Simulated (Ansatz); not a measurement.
# GaBr₃: a ladder of functionals and wavefunction methods

An exercise on one series of results from a longer session: the logs are not shown, and one member is left open.

The runs use Ansatz 0.2.0, Gaussian basis; functionals in def2-TZVPP, the program's frozen cores in correlated methods.

Plan: LDA (SPW92), PBE-D4, revPBE-D4, BLYP-D4, r2SCAN-D4, B97M-V, PBE0-D4, B3LYP-D4, r2SCANh-D4, r2SCAN0-D4, HSE06-D4, BHLYP-D4, CAM-B3LYP-D4, LC-ωPBE, ωB97X-V, ωB97M-V, B2PLYP, PBE-QIDH; CCSD(T)/def2-SVP; CCSD(T)/def2-TZVPP; MP2/def2-QZVPP; extrapolation to the limit; RPA on PBE.

### Structure used throughout

All runs share one geometry, relaxed beforehand with PBE0-D4 in a triple-zeta def2 set.

SMILES `[Br][Ga]([Br])[Br]`, 4 atoms, charge 0, spin multiplicity 1.

Atoms are counted from 1 here; the program's logs count them from 0.

Bond lengths: Br1–Ga2 2.261 Å, Ga2–Br3 2.261 Å, Ga2–Br4 2.261 Å. Angles: Br1–Ga2–Br3 120.0°, Br1–Ga2–Br4 120.0°, Br3–Ga2–Br4 120.0°.

Set-up of the first run:

in.yaml

```yaml
crystal:
  periodic: [false, false, false]
  atoms:
    - {symbol: Br, position_ang: [-0.066652, 0.548650, 2.183026]}
    - {symbol: Ga, position_ang: [0.013953, -0.015076, -0.005056]}
    - {symbol: Br, position_ang: [0.887098, -2.005237, -0.628407]}
    - {symbol: Br, position_ang: [-0.778798, 1.411364, -1.569863]}
basis:
  gaussian: {orbitals: def2-TZVPP}
hamiltonian: {xc: lda}
output: {orbitals: {seedname: orbitals}}
```

Run with:

```bash
$ ansatz run in.yaml --threads 4 --pin off --events-out ev --progress --plain --max-ram 10444MiB
```

Among the steps run: LDA; PBE-D4 (GGA); revPBE-D4 (GGA); BLYP-D4 (GGA); r2SCAN-D4 (meta-GGA); B97M-V (meta-GGA); B3LYP-D4 (hybrid); r2SCANh-D4 (hybrid); r2SCAN0-D4 (hybrid); HSE06-D4 (hybrid); BHLYP-D4 (hybrid); CAM-B3LYP-D4 (range-separated); LC-ωPBE (range-separated); ωB97X-V (range-separated); ωB97M-V (range-separated); B2PLYP (double hybrid); PBE-QIDH (double hybrid).

One of the session's tables, all rows but one given; the rest of the session is left out.

It belongs to the step «Orbital energies across the functionals». 

```
  functional  HOMO (eV)  LUMO (eV)  gap (eV)
 LDA (SPW92)      -7.58      -3.42      4.16
      PBE-D4      -7.41      -3.09      4.31
   revPBE-D4      -7.35      -2.97      4.38
     BLYP-D4      -7.21      -3.04      4.18
   r2SCAN-D4      -7.76      -2.88      4.88
      B97M-V      -7.81      -2.81      5.00
     PBE0-D4      -8.71      -2.22      6.48
    B3LYP-D4      -8.42      -2.53      5.89
  r2SCANh-D4      -8.23      -2.57      5.67
  r2SCAN0-D4      -8.94      -2.10      6.84
    HSE06-D4      -8.31      -2.59      5.72
    BHLYP-D4      -9.82      -1.32      8.50
CAM-B3LYP-D4     -10.02      -1.29      8.73
     LC-ωPBE          ?          ?         ?
     ωB97X-V     -11.06      -0.17     10.89
     ωB97M-V     -10.91      -0.33     10.58
```

Estimate the missing values for LC-ωPBE.

**Answer.** HOMO (eV): -11.45; LUMO (eV): -0.05; gap (eV): 11.40. In the column «HOMO (eV)» it is the lowest.
